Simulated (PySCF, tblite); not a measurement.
# AsH5O3Si, a small molecule taken as a stand-in for a surface group (hydroxylated Si): NMR shifts, core binding energies and electronic excitations

Aim: the NMR shifts, core binding energies and electronic excitations of `O[Si](O)(O)[AsH2]`.

Computed with tblite 0.8.0 and PySCF 2.14.0; each step states its level. No surroundings beyond the atoms listed, unless a continuum is named. Atoms count from 0, parts from 1.

## (1) The system as given

10 atoms, charge 0, multiplicity 1; geometry: distance geometry start.

## (2) Relaxing the cluster with GFN2-xTB

What the job is given:

```
{"job": {"kind": "relax", "xc": "GFN2-xTB", "basis": "xTB"}, "charge": 0, "multiplicity": 1}
O     -0.277515     2.016988    -1.319584
Si     0.713299     0.619134    -0.935247
O      1.263806    -0.137250    -2.437160
O      2.122309     1.107640     0.016555
As    -0.543934    -0.913446     0.268210
H     -1.042566     2.305106    -0.822200
H      2.183720    -0.317379    -2.662506
H      2.210839     0.976562     0.971321
H     -1.579357    -0.301289     1.155047
H      0.213910    -2.085751     0.790731
```

With the program's defaults for keys left out, this is: GFN2-xTB geometry optimisation, gas phase.

On the command line:

```sh
$ OMP_NUM_THREADS=1 python cluster_run.py task.json out
```

This one command runs all jobs of the session in turn.

What it wrote:

```text
step      E/eV     max force
  0    -514.27543    3.594
  1    -514.77952    3.273
  2    -515.64239    1.637
  3    -515.87713    2.384
  4    -516.05769    1.558
  5    -516.22479    1.010
  6    -516.29139    0.809
  7    -516.37265    0.799
  8    -516.39483    0.446
  9    -516.41426    0.396
 10    -516.42838    0.468
 11    -516.45165    0.398
 12    -516.46091    0.255
 13    -516.46992    0.332
 14    -516.48456    0.415
 15    -516.49929    0.443
 16    -516.51405    0.387
 17    -516.52450    0.253
 18    -516.53001    0.234
 19    -516.53325    0.255
 20    -516.53678    0.185
 21    -516.54037    0.219
 22    -516.54654    0.317
 23    -516.55300    0.407
 24    -516.55952    0.318
 25    -516.56369    0.186
 26    -516.56660    0.167
 27    -516.56871    0.212
 28    -516.57131    0.182
 29    -516.57585    0.163
 30    -516.57792    0.122
 31    -516.57948    0.105
 32    -516.58022    0.072
 33    -516.58113    0.096
 34    -516.58256    0.146
 35    -516.58451    0.193
 36    -516.58691    0.161
 37    -516.58843    0.083
 38    -516.58910    0.068
 39    -516.58970    0.077
 40    -516.59083    0.117
 41    -516.59272    0.155
 42    -516.59555    0.171
 43    -516.59808    0.197
 44    -516.59886    0.225
 45    -516.60050    0.112
 46    -516.60134    0.101
 47    -516.60467    0.115
 48    -516.60831    0.190
 49    -516.61142    0.166
 50    -516.61229    0.448
 51    -516.61601    0.183
 52    -516.61901    0.182
 53    -516.59104    1.814
 54    -516.63007    0.310
 55    -516.63621    0.179
 56    -516.62958    1.296
 57    -516.64550    0.135
 58    -516.64931    0.167
 59    -516.65114    0.548
 60    -516.65454    0.183
 61    -516.65596    0.150
 62    -516.66102    0.155
 63    -516.66349    0.137
 64    -516.66538    0.186
 65    -516.66570    0.181
 66    -516.66649    0.139
 67    -516.66711    0.165
 68    -516.66872    0.107
 69    -516.66913    0.059
 70    -516.66929    0.045
 71    -516.66946    0.043
 72    -516.66959    0.051
 73    -516.66996    0.045
 74    -516.67035    0.040
 75    -516.67067    0.031
 76    -516.67081    0.049
 77    -516.67091    0.053
 78    -516.67106    0.050
 79    -516.67128    0.035
 80    -516.67151    0.033
 81    -516.67168    0.032
 82    -516.67178    0.028
 83    -516.67188    0.025
 84    -516.67200    0.023
 85    -516.67209    0.025
 86    -516.67213    0.022
 87    -516.67215    0.011
 88    -516.67217    0.012
 89    -516.67218    0.020
 90    -516.67221    0.024
 91    -516.67224    0.025
 92    -516.67227    0.018
 93    -516.67231    0.013
 94    -516.67232    0.013
 95    -516.67233    0.017
 96    -516.67235    0.015
 97    -516.67236    0.014
 98    -516.67237    0.010
 99    -516.67239    0.009
100    -516.67240    0.010
101    -516.67241    0.013
102    -516.67243    0.013
103    -516.67244    0.009
104    -516.67245    0.009
105    -516.67246    0.009
106    -516.67248    0.011
107    -516.67250    0.013
108    -516.67251    0.011
109    -516.67252    0.014
110    -516.67254    0.014
111    -516.67255    0.013
112    -516.67258    0.015
113    -516.67263    0.023
114    -516.67272    0.037
115    -516.67286    0.053
116    -516.67304    0.061
117    -516.67326    0.048
118    -516.67339    0.039
119    -516.67350    0.031
120    -516.67357    0.024
121    -516.67359    0.018
122    -516.67361    0.010
123    -516.67362    0.006
```

It took 0.98 s on 1 thread of Arm Neoverse V2, shared host.

The steps of the relaxation:

```csv
step,energy from step 0 (eV),largest force (eV/Å)
0,0.0000,3.5946
5,-1.9494,1.0099
10,-2.1529,0.4680
15,-2.2239,0.4430
20,-2.2613,0.1848
25,-2.2883,0.1855
30,-2.3025,0.1221
35,-2.3091,0.1926
40,-2.3154,0.1169
45,-2.3251,0.1123
50,-2.3369,0.4485
55,-2.3608,0.1787
60,-2.3791,0.1831
65,-2.3903,0.1819
70,-2.3939,0.0449
75,-2.3952,0.0313
80,-2.3961,0.0326
85,-2.3967,0.0249
90,-2.3968,0.0242
95,-2.3969,0.0163
100,-2.3970,0.0097
105,-2.3970,0.0088
110,-2.3971,0.0142
115,-2.3974,0.0532
120,-2.3981,0.0242
123,-2.3982,0.0058
```

Close pairs (by a distance rule), those that changed most:

```
   bond  before (Å)  after (Å)  change (Å)
 Si1–O2       1.769      1.628      -0.142
 Si1–O3       1.769      1.629      -0.140
 O0–Si1       1.756      1.644      -0.112
Si1–As4       2.319      2.302      -0.017
  O3–H7       0.968      0.953      -0.015
 As4–H8       1.494      1.509      +0.014
  O2–H6       0.964      0.955      -0.010
 As4–H9       1.491      1.498      +0.008
```

## (3) Relaxing the molecule at PBE0-D3(BJ)/def2-SVP

What the job is given:

```
{"job": {"xc": "PBE0", "basis": "def2-SVP", "d3": "d3bj", "grid": 2, "kind": "geom", "shake": 0.01}, "charge": 0, "multiplicity": 1}
O     -0.465450     1.620594    -0.381400
Si     0.138732     0.129280    -0.252004
O      0.551822    -0.500603    -1.696319
O      1.539796     0.363910     0.610268
As    -1.389562    -1.415039     0.497786
H     -1.248677     1.779573    -0.948942
H      1.359040    -0.175728    -2.136185
H      1.519094     1.040508     1.282633
H     -1.622292    -0.644706     1.811047
H     -0.340951    -2.223372     1.214589
```

What it wrote:

```text
step   0  E = -2753.01993052  max force = 0.032476
step   1  E = -2753.02423737  max force = 0.009097
step   2  E = -2753.02448657  max force = 0.001266
step   3  E = -2753.02453376  max force = 0.000905
step   4  E = -2753.02463421  max force = 0.002115
step   5  E = -2753.02469031  max force = 0.002178
step   6  E = -2753.02474272  max force = 0.001029
step   7  E = -2753.02476528  max force = 0.000662
step   8  E = -2753.02477548  max force = 0.000486
step   9  E = -2753.02477835  max force = 0.000311
optimisation converged
```

Run time: 62 s. Hardware: 1 thread of Arm Neoverse V2, shared host; peak memory 0.6 GiB.

Step by step:

```csv
step,energy from step 0 (eV),largest force component (eV/Å)
0,0.0000,1.6700
1,-0.1172,0.4678
2,-0.1240,0.0651
3,-0.1253,0.0465
4,-0.1280,0.1088
5,-0.1295,0.1120
6,-0.1309,0.0529
7,-0.1316,0.0340
8,-0.1318,0.0250
9,-0.1319,0.0160
```

Close pairs (by a distance rule), those that changed most:

| bond | before (Å) | after (Å) | change (Å) |
| --- | --- | --- | --- |
| Si1–As4 | 2.298 | 2.352 | +0.054 |
| O0–Si1 | 1.614 | 1.661 | +0.047 |
| Si1–O2 | 1.629 | 1.652 | +0.023 |
| O0–H5 | 0.980 | 0.962 | -0.019 |
| As4–H9 | 1.506 | 1.522 | +0.017 |
| As4–H8 | 1.540 | 1.526 | -0.014 |
| O2–H6 | 0.975 | 0.963 | -0.012 |
| O3–H7 | 0.954 | 0.962 | +0.008 |

The next job starts from the end point, and lists it.

```
                         at the end point                value
  point group (found at 0.08 Å tolerance)                   C1
rotational constants (GHz, main isotopes)  3.833, 1.402, 1.366
                        dipole moment (D)                 1.51
```

## (4) NMR shieldings: PBE0/pcSseg-2

What the job is given:

```
{"job": {"kind": "nmr", "xc": "PBE0", "basis": "pcSseg-2"}, "charge": 0, "multiplicity": 1}
O     -0.543393     1.649614    -0.523007
Si     0.139642     0.153499    -0.288851
O      0.651964    -0.588413    -1.672646
O      1.479811     0.451960     0.633578
As    -1.486926    -1.310864     0.573764
H     -1.395884     1.674008    -0.967182
H      1.501734    -0.284409    -2.009781
H      1.413886     1.208035     1.224825
H     -1.435962    -0.631698     1.939043
H     -0.433630    -2.337657     0.966111
```

Method: GIAO PBE0/pcSseg-2 NMR shielding, non-relativistic, gas phase.

What it wrote:

```text
coarse grid: 41648 points
cycle   1  E = -2753.4961537749  dE = -2.716e-01  |g| = 1.441e+00  |ddm| = 2.421e+00
cycle   2  E = -2753.1614993019  dE =  3.347e-01  |g| = 1.910e+00  |ddm| = 1.464e+00
cycle   3  E = -2753.7378393869  dE = -5.763e-01  |g| = 2.137e-01  |ddm| = 1.047e+00
cycle   4  E = -2753.7458605218  dE = -8.021e-03  |g| = 5.123e-02  |ddm| = 1.392e-01
cycle   5  E = -2753.7460563748  dE = -1.959e-04  |g| = 1.451e-02  |ddm| = 2.361e-02
cycle   6  E = -2753.7460858677  dE = -2.949e-05  |g| = 4.976e-03  |ddm| = 9.002e-03
cycle   7  E = -2753.7460898042  dE = -3.937e-06  |g| = 1.226e-03  |ddm| = 2.696e-03
final grid: 85488 points
cycle   8  E = -2753.7460345067  dE =  1.214e-08  |g| = 1.655e-03  |ddm| = 2.528e-03
cycle   9  E = -2753.7460340700  dE =  4.367e-07  |g| = 2.435e-03  |ddm| = 1.816e-03
cycle  10  E = -2753.7460348625  dE = -7.926e-07  |g| = 2.137e-04  |ddm| = 1.039e-03
cycle  11  E = -2753.7460348694  dE = -6.889e-09  |g| = 3.307e-05  |ddm| = 1.144e-04
cycle  12  E = -2753.7460348696  dE = -1.755e-10  |g| = 4.072e-06  |ddm| = 2.343e-05
converged SCF energy = -2753.7460348696

GIAO shielding tensors (ppm)
atom      isotropic    diamagn.    paramagn.     s11        s22        s33       span
  0 O      235.211     387.283    -152.072    193.228    216.898    295.506    102.278
  1 Si     360.785     874.802    -514.017    325.632    364.311    392.413     66.782
  2 O      252.361     386.480    -134.118    207.847    232.967    316.270    108.424
  3 O      253.228     386.865    -133.636    219.591    232.565    307.529     87.938
  4 As    1950.143    2879.311    -929.168   1838.803   1957.693   2053.934    215.131
  5 H       29.223      31.566      -2.343     22.138     24.857     40.675     18.537
  6 H       29.175      30.723      -1.547     21.597     23.173     42.757     21.160
  7 H       29.251      31.757      -2.506     22.067     24.101     41.586     19.519
  8 H       29.522      29.969      -0.447     22.756     24.685     41.125     18.369
  9 H       29.085      29.447      -0.362     22.187     24.208     40.859     18.672
```

It took 42 s on 1 thread of Arm Neoverse V2, shared host; peak memory 1.2 GiB.

The references, computed at this level on geometries of the same kind, shield at (ppm): 1H TMS 31.25, 29Si TMS 341.3, 17O H2O 328.2, 75As AsH3 1915. Their shielding less the atom's gives the shift. The references are single molecules in the gas phase, so shifts against H2O, NH3, PH3, H3PO4 or CFCl3 are not on the usual liquid scales and can be off by tens of ppm. Shifts against hydride references such as AlH4− lie on their own scale.

```csv
atoms,environment,σ (ppm),δ (ppm)
H9,hydrogen on an arsenic bonded to Si,29.09,2.16
H6,hydrogen on an oxygen bonded to Si,29.18,2.07
H5,hydrogen on an oxygen bonded to Si,29.22,2.02
H7,hydrogen on an oxygen bonded to Si,29.25,1.99
H8,hydrogen on an arsenic bonded to Si,29.52,1.72
O0,"oxygen bonded to Si, H",235.2,92.9
O2,"oxygen bonded to Si, H",252.4,75.8
O3,"oxygen bonded to Si, H",253.2,74.9
Si1,"silicon bonded to As, 3 O",360.8,-19.5
As4,"arsenic bonded to Si, 2 H",1950,-35
```

Charges from the same density, by scheme (e):

```
atoms  Mulliken    IAO  Hirshfeld  ESP fit
   O0     -0.52  -0.82      -0.32    -0.70
  Si1      1.10   1.43       0.45     0.89
   O2     -0.51  -0.81      -0.32    -0.69
   O3     -0.52  -0.81      -0.32    -0.73
  As4     -0.24  -0.11       0.02    -0.21
```

Mayer bond orders: O0–Si1 1.00, Si1–O2 1.04, Si1–O3 1.03, Si1–As4 0.96.

The fields below are evaluated on a grid from the run's orbitals.

Frontier orbitals at PBE0/pcSseg-2, with the share of their density that lies nearest to each atom:

```
orbital  energy (eV)                                    lies on
   HOMO        -7.46                 As4 58 %; Si1 12 %; O3 8 %
   LUMO        -0.14  H5 27 %; H7, H9 about 12 % each; As4 11 %
```

ELF in a plane through or near 3 of the atoms.

Values, 10 rows by 14 columns:
```
0.00 0.00 0.00 0.00 0.00 0.00 0.00 0.00 0.00 0.00 0.00 0.00 0.00 0.00
0.00 0.00 0.00 0.00 0.00 0.01 0.02 0.00 0.00 0.00 0.00 0.00 0.00 0.00
0.00 0.00 0.00 0.01 0.24 0.55 0.56 0.22 0.00 0.00 0.04 0.01 0.00 0.00
0.00 0.00 0.00 0.16 0.71 0.86 0.86 0.38 0.04 0.56 0.97 0.88 0.11 0.00
0.00 0.00 0.00 0.03 0.25 0.64 0.26 0.16 0.60 0.70 0.99 0.92 0.23 0.00
0.00 0.00 0.00 0.01 0.05 0.18 0.73 0.25 0.88 0.25 0.34 0.30 0.05 0.00
0.00 0.00 0.00 0.20 0.65 0.62 0.71 0.20 0.37 0.89 0.99 0.82 0.09 0.00
0.00 0.00 0.00 0.32 0.87 0.58 0.60 0.10 0.04 0.94 1.00 0.91 0.05 0.00
0.00 0.00 0.00 0.00 0.02 0.04 0.06 0.01 0.00 0.03 0.08 0.01 0.00 0.00
0.00 0.00 0.00 0.00 0.00 0.00 0.00 0.00 0.00 0.00 0.00 0.00 0.00 0.00
```
The map spans 9.9 Å across and 8.7 Å up, centred on the molecule. Atoms in the plane (x, y in Å): Si1 (-0.3, 0.0), H8 (2.3, 0.8), H9 (2.2, -1.4).

On the surface of density 0.002 e/bohr³ the electrostatic potential runs, from the 1st to the 99th percentile, from -1.23 V near O2 to 2.61 V near H5.

[end of part 1 of 2]
